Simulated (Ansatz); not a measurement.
# AlCl2H4N: the cost of one run

All numbers below are computed with Ansatz 0.2.0 (RHF/def2-SVP).

1 further run of the same task is left out (it didn't finish).

### 1 The structure to begin with

Bond lengths: Al1–Cl3 2.230 Å, Al1–Cl4 2.230 Å, Al1–N5 2.220 Å, N5–H6 1.060 Å, N5–H7 1.060 Å. Angles: Cl3–Al1–Cl4 120.0°, Cl3–Al1–N5 97.0°, Cl4–Al1–N5 101.2°, Al1–N5–H6 120.0°, Al1–N5–H7 120.0°, H6–N5–H7 120.0°.

As a file:

```xyz
8

Al    0.0000    0.0000    0.0000
H     0.0000    0.0000    1.9100
Cl    1.9312    0.0000   -1.1150
Cl   -1.9312    0.0000   -1.1150
N     0.0928   -2.1047    0.7000
H    -0.4256   -2.8627    0.1705
H     0.6555   -2.3517    1.5637
H     0.0453   -1.0270    1.8385
```

### 2 A restrained relaxation towards end A

Springs on the bonds that form and break draw the guess towards this end; the thresholds are loose.

Input file input.yaml:

```yaml
crystal:
  periodic: [false, false, false]
  atoms:
    - { symbol: Al, position_ang: [0.0, 0.0, 0.0] }
    - { symbol: H, position_ang: [0.0, 0.0, 1.91] }
    - { symbol: Cl, position_ang: [1.9312, 0.0, -1.115] }
    - { symbol: Cl, position_ang: [-1.9312, 0.0, -1.115] }
    - { symbol: "N", position_ang: [0.0928, -2.1047, 0.7] }
    - { symbol: H, position_ang: [-0.4256, -2.8627, 0.1705] }
    - { symbol: H, position_ang: [0.6555, -2.3517, 1.5637] }
    - { symbol: H, position_ang: [0.0453, -1.027, 1.8385] }
basis:
  gaussian: { orbitals: def2-SVP }
hamiltonian:
  xc: hf
relax:
  f_tol: 0.15
  max_steps: 25
  restrain:
    - { distance: [0, 4], at: 3.12, k: 30.0 }
    - { distance: [7, 1], at: 1.86, k: 30.0 }
    - { distance: [0, 1], at: 1.56, k: 30.0 }
    - { distance: [7, 4], at: 1.06, k: 30.0 }
```

Launch:

```sh
ansatz run input.yaml --threads 2 --pin off --max-ram 3072MiB --backend cpu --events-out ev --progress --plain --runs-dir out
```

**Question.** How long does this run take on 2 threads of Arm Neoverse V1, shared host, and how much memory does it need?

About 9.8 s, with a peak of 0.16 GiB.
